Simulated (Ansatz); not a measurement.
This script makes relaxations under a series of pressures of Ni, space group P6_3/mmc with Ansatz 0.2.0 through its Python package.

`ni.py`:
```python
# -*- coding: utf-8 -*-
import ansatz as az
import numpy as np
import pandas as pd

def edges_and_angles(cell):
    cell = np.asarray(cell)
    a, b, c = np.linalg.norm(cell, axis=1)
    cosines = cell[1] @ cell[2] / (b * c), cell[0] @ cell[2] / (a * c), cell[0] @ cell[1] / (a * b)
    return (a, b, c, *np.degrees(np.arccos(cosines)))


def main():
    lattice = az.Lattice.of(
        (2.44802, 0.0, 0.0),
        (-1.22401, 2.12005, 0.0),
        (0.0, 0.0, 4.07281),
    )
    sites = [
        ("Ni", (1 / 3, 2 / 3, 0.25), 1.5),
        ("Ni", (2 / 3, 1 / 3, 0.75), -1.5),
    ]
    system = az.Crystal(lattice=lattice)
    for symbol, position, moment in sites:
        system = system.atom(symbol, position, moment=moment or None)

    base = system.calculation()
    base = base.functional(az.Functional.LDA)
    base = base.pseudopotentials("paw")
    base = base.kpoints(13, 13, 7)
    base = base.occupations(az.OccupationsMethod.FERMI_DIRAC, width=0.15)
    base = base.spin("collinear")
    base = base.scf(tolerance=1e-10)

    rows = []
    for pressure in [0, 10, 20, 30, 40]:
        result = base.relax(cell=True, pressure=pressure).run(threads=1, backend="cpu")
        cell = result.lattice.cell_ang
        n_atoms = len(result.lattice.sites)
        volume = abs(np.linalg.det(cell)) / n_atoms
        enthalpy = result.report["free_energy_ev"] / n_atoms + pressure * volume / 160.21766
        rows.append((pressure, volume, enthalpy, *edges_and_angles(cell)))
        print(f"{pressure} GPa done: {volume:.4f} A^3/atom")

    table = pd.DataFrame(rows, columns=["P_GPa", "V_A3_atom", "H_eV_atom", "a", "b", "c", "alpha", "beta", "gamma"])
    print(table.round(4).to_string(index=False))
    p, v = np.array([row[0] for row in rows], float), np.array([row[1] for row in rows])
    print("mean bulk modulus between rows (GPa):", np.round(-np.diff(p) / np.diff(np.log(v)), 1))


if __name__ == "__main__":
    main()
```

How far does the cell shrink over this series of pressures, and what bulk modulus does the first step imply?

The volume falls from 10.09 Å³ an atom at 0 GPa to 8.95 at 40 GPa, by 11.3 %. Between 0 and 10 GPa, -V dP/dV is about 272 GPa, a mean over that step.

The output:

Output of `python ni.py`:
```text
DeckWarning: basis.ecutwfc = 420 eV, auto-derived from the records' recommended cutoffs: set by Ni (normal level)
RunWarning: the starting moments were not kept: 1 of 2 ended reversed and 1 kept their direction, counting a site from 0.1 of the cell's largest site moment. The largest reversed, site 0 (counted [...]
0 GPa done: 10.0909 A^3/atom
10 GPa done: 9.7271 A^3/atom
20 GPa done: 9.4267 A^3/atom
30 GPa done: 9.1710 A^3/atom
40 GPa done: 8.9483 A^3/atom
 P_GPa  V_A3_atom  H_eV_atom      a      b      c  alpha  beta  gamma
     0    10.0909 -5773.4194 2.4231 2.4231 3.9691   90.0  90.0  120.0
    10     9.7271 -5772.8013 2.3936 2.3936 3.9208   90.0  90.0  120.0
    20     9.4267 -5772.2039 2.3687 2.3687 3.8799   90.0  90.0  120.0
    30     9.1710 -5771.6237 2.3469 2.3469 3.8453   90.0  90.0  120.0
    40     8.9483 -5771.0584 2.3277 2.3277 3.8140   90.0  90.0  120.0
mean bulk modulus between rows (GPa): [272.3 318.8 363.5 406.8]
```
(Warnings from the package without file and line, shortened, repeats left out.)

Notes:
- Absolute energies stand on the zero of these potentials, so only differences at equal settings mean something.
- The SCF didn't keep the moments it started from (some shrank, vanished or turned); what is printed is the state reached.
- At a fixed pressure a relaxation lowers the enthalpy F + PV, while F alone can rise.
- The mesh is modest for a metal, so energies can be off by several to tens of meV an atom and pressures by half a GPa or more; differences at equal mesh fare better.
- A Fermi-Dirac width this large means warm electrons, whose thermal share enters the free energy.
- This isn't the structure that Ni takes at ambient conditions.
- Symmetry holds the cell in this phase, whether or not it is the stable one at each pressure.
- Finished in 5 min on 1 thread of Intel(R) Xeon(R) Processor @ 2.30GHz (shared host), peak memory 0.6 GiB.
